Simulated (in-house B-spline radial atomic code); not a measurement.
# Ag³⁺: ionisation energy by several methods

Wanted: one ionisation energy, Ag³⁺ to configuration [Kr] 4d7, up the ladder of functionals.

Program: in-house B-spline radial atomic code version 1. Level of theory: non-relativistic, several functionals, spin-polarised, exact exchange averaged over the configuration; spherical all-electron atom at the radial basis limit. These are calculated values, not measurements, unless marked.

## Step 1: The atom as given

```
element       : silver (Z = 47)
charge        : +3
electrons     : 44
configuration : [Kr] 4d8
nucleus       : point
```

The outer shells:

[Kr] 4d8
```
[Kr] core
4d [↑↓][↑↓][↑↓][↑ ][↑ ]
```

Where spins are not typed, each open shell is filled with up spins first.

## Step 2: ωB97X, a range-separated hybrid

Settings, as recorded:

```ini
Z = 47
electrons = 44.0
configuration = [Kr] 4d8
hamiltonian = nr
method = wb97x
spin_polarised = True
exact_exchange = averaged over the configuration
```

The run is started by

```
$ python run_scf.py task.json out
```

The settings of every run stand in task.json; they run in order.

## Step 3: r2SCAN0, a global hybrid

Settings: those of step 2 with these lines changed.

```diff
@@ -4,3 +4,3 @@
 hamiltonian = nr
-method = wb97x
+method = r2scan0
 spin_polarised = True
```

## Step 4: HSE06, a range-separated hybrid

Settings: those of step 3 with these lines changed.

```diff
@@ -4,3 +4,3 @@
 hamiltonian = nr
-method = r2scan0
+method = hse06
 spin_polarised = True
```

## Step 5: B3LYP, a global hybrid

Settings: those of step 4 with these lines changed.

```diff
@@ -4,3 +4,3 @@
 hamiltonian = nr
-method = hse06
+method = b3lyp
 spin_polarised = True
```

## Step 6: B97-1, a global hybrid

Settings: those of step 5 with these lines changed.

```diff
@@ -4,3 +4,3 @@
 hamiltonian = nr
-method = b3lyp
+method = b97_1
 spin_polarised = True
```

The tabulated ionisation energy is 49 ± 1.7 eV (tabulated theoretical; NIST Atomic Spectra Database). What does each method give, and which comes nearest?

**Answer**, as computed:

| method | rung | total energy (hartree) | ΔSCF (eV) | −ε highest (eV) | ΔSCF less tabulated (eV) |
| --- | --- | --- | --- | --- | --- |
| r2SCAN0 | global hybrid | -5197.7057 | 50.962 | 45.607 (4d down) | +1.962 |
| B3LYP | global hybrid | -5197.7130 | 51.151 | 45.244 (4d down) | +2.151 |
| B97-1 | global hybrid | -5197.5001 | 51.101 | 45.255 (4d down) | +2.101 |
| ωB97X | range-separated hybrid | -5197.7870 | 50.955 | 48.147 (4d down) | +1.955 |
| HSE06 | range-separated hybrid | -5197.2480 | 51.016 | 45.167 (4d down) | +2.016 |

What this shows: Tables give 49 ± 1.7 eV (tabulated theoretical; NIST Atomic Spectra Database) for the ionisation energy. ωB97X misses by +1.955 eV, the least, and B3LYP by +2.151 eV (4.4 %), the most. All methods miss on the same side by much the same amount, which points to something that they share. These runs lack relativity altogether, which can outweigh the gaps between the methods, so the nearest may be so by luck. These runs leave out relativity, which matters at this nuclear charge. Open shells are averaged (over orientations, and over spins where the run is restricted), while tables refer to the lowest levels.
